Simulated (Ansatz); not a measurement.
# CH₂O₂Te: how energies converge with the basis set

The task here is to estimate one member of a computed series from the others.

The runs use Ansatz 0.2.0, Gaussian basis; one geometry, several basis sets.

Levels to be run: PBE0-D4/def2-SVP; ωB97M-V/def2-SVP; PBE0-D4/def2-QZVPP; ωB97M-V/def2-QZVPP; the functionals' def2-TZVPP values are taken from earlier runs.

### The geometry

An earlier PBE0-D4 in a triple-zeta def2 set relaxation fixed the geometry. Te takes the def2 core potential; no spin-orbit term is included.

SMILES `O=C(O)[TeH]`, 6 atoms, charge 0, spin multiplicity 1.

Atoms are counted from 1 here; the program's logs count them from 0.

Bond lengths: O1–C2 1.191 Å, C2–O3 1.341 Å, C2–Te4 2.134 Å, O3–H5 0.970 Å, Te4–H6 1.654 Å. Angles: O1–C2–O3 124.8°, O1–C2–Te4 126.7°, O3–C2–Te4 108.4°, C2–O3–H5 107.1°, C2–Te4–H6 90.2°.

Set-up of the first run:

Contents of in.yaml:

```yaml
crystal:
  periodic: [false, false, false]
  atoms:
    - {symbol: O, position_ang: [-0.175192, -0.702451, 1.165430]}
    - {symbol: C, position_ang: [0.171383, -0.195685, 0.145401]}
    - {symbol: O, position_ang: [1.356647, -0.399281, -0.447052]}
    - {symbol: Te, position_ang: [-0.953394, 1.169729, -1.047837]}
    - {symbol: H, position_ang: [1.850467, -1.021524, 0.110449]}
    - {symbol: H, position_ang: [-2.207811, 1.085211, 0.027408]}
basis:
  gaussian: {orbitals: def2-SVP}
hamiltonian: {xc: pbe0, dispersion: d4}
output: {orbitals: {seedname: orbitals}}
```

Command:

```console
> ansatz run in.yaml --threads 2 --pin off --events-out ev --progress --plain --max-ram 4352MiB
```

Among the steps run: PBE0-D4 in def2-SVP; ωB97M-V in def2-SVP; PBE0-D4 in def2-QZVPP; ωB97M-V in def2-QZVPP.

One of the session's tables, all rows but one given; the rest of the session is left out.

It belongs to the step «Functionals by basis». 

```
functional       basis  HOMO (eV)
   PBE0-D4    def2-SVP      -6.72
   PBE0-D4  def2-TZVPP      -6.87
   PBE0-D4  def2-QZVPP      -6.90
   ωB97M-V    def2-SVP          ?
   ωB97M-V  def2-TZVPP      -8.97
   ωB97M-V  def2-QZVPP      -9.01
```

**Question.** Estimate the row for ωB97M-V, def2-SVP.

As computed: HOMO (eV): -8.79. In the column «HOMO (eV)» it lies between ωB97M-V, def2-TZVPP (-8.97) and PBE0-D4, def2-QZVPP (-6.90).
